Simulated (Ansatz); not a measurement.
What does this script print? It uses the Ansatz DFT code, driven from Python.

The script, `alh3os2_bend.py`:
```python
# -*- coding: utf-8 -*-
"""Bending curve of AlH3OS2."""

from dataclasses import dataclass

import ansatz as az
from ase import Atoms


@dataclass
class RunConfig:
    basis: str = "cc-pVDZ"
    xc: str = "hf"
    force_tol: float = 0.02


settings = RunConfig()

atoms = Atoms(["O", "Al", "S", "S", "H", "H", "H"], positions=[
    (-1.9435, 0.0267, 0.2748),
    (-0.2604, -0.4973, 0.0797),
    (1.054, -0.6333, 1.8868),
    (0.626, -1.0173, -1.9721),
    (-1.9408, 1.0476, 0.1386),
    (1.5218, 0.7097, 1.74),
    (1.0042, 0.2959, -2.1935),
])

# relax first, so that the scan starts from a minimum
first = (
    az.Crystal.molecule_from_ase(atoms).calculation()
    .basis(gaussian=settings.basis)
    .functional(settings.xc)
    .relax(force_tolerance=settings.force_tol, max_steps=80)
)
atoms.positions = first.run().report["positions_ang"]

rows = []
for angle in [90, 100, 110, 120, 135, 150, 165, 179]:
    bent = atoms.copy()
    bent.set_angle(1, 2, 5, angle, indices=[5])
    calc = (
        az.Crystal.molecule_from_ase(bent).calculation()
        .basis(gaussian=settings.basis)
        .functional(settings.xc)
    )
    rows.append((angle, calc.run().report["free_energy_ev"]))
floor = min(e for _, e in rows)
for angle, e in rows:
    print(f"angle Al1-S2-H5 = {angle:3d} deg   {1000 * (e - floor):9.1f} meV")
```

```console
$ python alh3os2_bend.py
angle Al1-S2-H5 =  90 deg         5.2 meV
angle Al1-S2-H5 = 100 deg         0.0 meV
angle Al1-S2-H5 = 110 deg        90.4 meV
angle Al1-S2-H5 = 120 deg       264.6 meV
angle Al1-S2-H5 = 135 deg       643.2 meV
angle Al1-S2-H5 = 150 deg      1079.5 meV
angle Al1-S2-H5 = 165 deg      1441.9 meV
angle Al1-S2-H5 = 179 deg      1586.4 meV
```

The scan is rigid, and the energies are electronic, in a modest basis. The zero is the lowest point of the grid, which needn't be the minimum. Finished in 34 s on 1 thread of Arm Neoverse V2, with other jobs on the host, peak memory 0.24 GiB.
